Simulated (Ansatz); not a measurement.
**CH4B2O: single points off equilibrium**

The task here is to estimate one member of a computed series from the others.

Computed with Ansatz 0.2.0, Gaussian basis. Level: single points in def2-TZVPP.

Correlated methods freeze the cores.

## Starting geometry

SMILES `B1BOC1`, 8 atoms, charge 0, spin multiplicity 1.

Atoms are counted from 1 here; the program's logs count them from 0.

Bond lengths: B1–B2 1.661 Å, B1–C4 1.459 Å, B1–H5 1.352 Å, B2–O3 1.373 Å, B2–H6 1.358 Å, O3–C4 1.491 Å, C4–H7 1.198 Å, C4–H8 0.907 Å. Angles: B2–B1–C4 91.0°, B2–B1–H5 125.6°, C4–B1–H5 126.2°, B1–B2–O3 70.7°, B1–B2–H6 146.0°, O3–B2–H6 137.4°, B2–O3–C4 102.2°, B1–C4–O3 73.8°, B1–C4–H7 132.8°, B1–C4–H8 118.9°, O3–C4–H7 108.4°, O3–C4–H8 109.5°, H7–C4–H8 105.0°.

Coordinates:

```xyz
8
CH4B2O
B    -0.2968    0.6421   -0.4442
B     0.8805    0.6244    0.7278
O     0.0799   -0.4823    0.8711
C    -0.2564   -0.8130   -0.5437
H    -1.4094    1.4102   -0.4312
H     1.7024    1.3704    1.5097
H    -1.1108   -1.6530   -0.5439
H     0.4577   -1.2051   -0.9413
```

Set-up of the first run:

Contents of run/in.yaml:

```yaml
crystal:
  periodic: [false, false, false]
  atoms:
    - {symbol: B, position_ang: [-0.296800, 0.642100, -0.444200]}
    - {symbol: B, position_ang: [0.880500, 0.624400, 0.727800]}
    - {symbol: O, position_ang: [0.079900, -0.482300, 0.871100]}
    - {symbol: C, position_ang: [-0.256400, -0.813000, -0.543700]}
    - {symbol: H, position_ang: [-1.409400, 1.410200, -0.431200]}
    - {symbol: H, position_ang: [1.702400, 1.370400, 1.509700]}
    - {symbol: H, position_ang: [-1.110800, -1.653000, -0.543900]}
    - {symbol: H, position_ang: [0.457700, -1.205100, -0.941300]}
basis:
  gaussian: {orbitals: def2-TZVPP}
correlation: {method: ccsd_t}
output: {forces: true}
```

No record of the launch command was kept for these runs.

Among the steps run: CCSD(T)/def2-TZVPP; PBE0-D4/def2-TZVPP; wB97M-V/def2-TZVPP; r2SCAN-D4/def2-TZVPP; PBE-D4/def2-TZVPP; BLYP-D4/def2-TZVPP; r2SCANh-D4/def2-TZVPP.

One table of the session follows, with a row left open; its other results are not shown here.

```
    method  RMS force component (eV/Å)  angle to CCSD(T) forces (°)  dipole (D)
   CCSD(T)                       3.477                    reference        1.61
   PBE0-D4                           ?                            ?           ?
   wB97M-V                       3.407                          2.7        1.64
 r2SCAN-D4                       3.401                          2.4        1.64
    PBE-D4                       3.435                          3.0        1.61
   BLYP-D4                       3.406                          2.8        1.61
r2SCANh-D4                       3.396                          3.0        1.63
```

Q: Estimate the row for PBE0-D4 from the others.

As computed: RMS force component (eV/Å): 3.417; angle to CCSD(T) forces (°): 4.0; dipole (D): 1.60. In the column «RMS force component (eV/Å)» it lies between wB97M-V (3.407) and PBE-D4 (3.435).
